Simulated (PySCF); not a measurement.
# How the numerical set-up moves the result for H2OW (triplet)

Aim: see how much the energy and properties of H2OW (triplet) depend on the numerical set-up.

Computed with PySCF 2.14.0. Level: each script names its method and basis.

1 further run of the same task is left out (it didn't finish).

## 1. Starting geometry

H2OW (triplet): 4 atoms, charge 0, spin multiplicity 3.

Bond lengths: W1–O2 1.676 Å, W1–H3 1.749 Å, W1–H4 1.749 Å. Angles: O2–W1–H3 116.5°, O2–W1–H4 116.5°, H3–W1–H4 127.0°.

Geometry (Å):

```xyz
4
H2OW
W     0.10650    0.00000    0.06540
O    -1.32110    0.00000   -0.81190
H    -0.04820    0.00000    1.80790
H     1.59120    0.00000   -0.85950
```

## 2. The base run

Contents of input.py:

```python
from pyscf import gto, dft

mol = gto.M(
    atom='W 0.1065 0 0.0654; O -1.3211 0 -0.8119; H -0.0482 0 1.8079; H 1.5912 0 -0.8595',
    basis='sbkjc',
    ecp={'W': 'sbkjc', 'O': 'sbkjc'},
    charge=0,
    spin=2,
    verbose=4,
)
mf = dft.UKS(mol, xc='tpss')
mf.kernel()
mf.mulliken_pop()
mf.dip_moment()
print('orbital energies (hartree):', [e[max(0, n-3):n+3].round(4) for e, n in zip(mf.mo_energy, mol.nelec)])
```

On the command line:

```
OMP_NUM_THREADS=1 python input.py
```

The log of this run is left out.

Base result: E(SCF) = -84.848860 Eh, 13 cycles, ⟨S²⟩ = 2.021, μ = 1.75 D.

No search for the lowest state was made; open d or f shells can end in a higher solution. The triplet is typed in the script; nothing here shows that it is the ground state.

## 3. Lanl2dz

Edit 1 changes basis set: sbkjc → lanl2dz. The core potential changes with it: totals don't compare.

Contents of input.py:

```python
from pyscf import gto, dft

mol = gto.M(
    atom='W 0.1065 0 0.0654; O -1.3211 0 -0.8119; H -0.0482 0 1.8079; H 1.5912 0 -0.8595',
    basis='lanl2dz',
    ecp={'W': 'lanl2dz'},
    charge=0,
    spin=2,
    verbose=4,
)
mf = dft.UKS(mol, xc='tpss')
mf.kernel()
mf.mulliken_pop()
mf.dip_moment()
print('orbital energies (hartree):', [e[max(0, n-3):n+3].round(4) for e, n in zip(mf.mo_energy, mol.nelec)])
```

On the command line:

```
OMP_NUM_THREADS=1 python input.py
```

## 4. Integration grid 4

Edit 2 changes integration grid: default → 4.

input.py, as its differences from that of step 2:

```diff
@@ -11,2 +11,3 @@
 mf = dft.UKS(mol, xc='tpss')
+mf.grids.level = 4
 mf.kernel()
```

**Question.** What will these runs give? Wanted: for each run, E(SCF); from base; gap, α spin; SCF dipole.

As calculated:

| run | E(SCF) (hartree) | from base (eV) | cycles | gap, α spin (eV) | SCF dipole (D) | functions |
| --- | --- | --- | --- | --- | --- | --- |
| base | -84.848860 | 0 | 13 | 2.20 | 1.75 | 43 |
| lanl2dz | -144.170510 | not comparable | 15 | 2.27 | 1.58 | 35 |
| integration grid 4 | -84.848859 | 0.0000 | 13 | 2.20 | 1.75 | 43 |

The SCF energy stays the same, to the digits that matter, with integration grid 4.
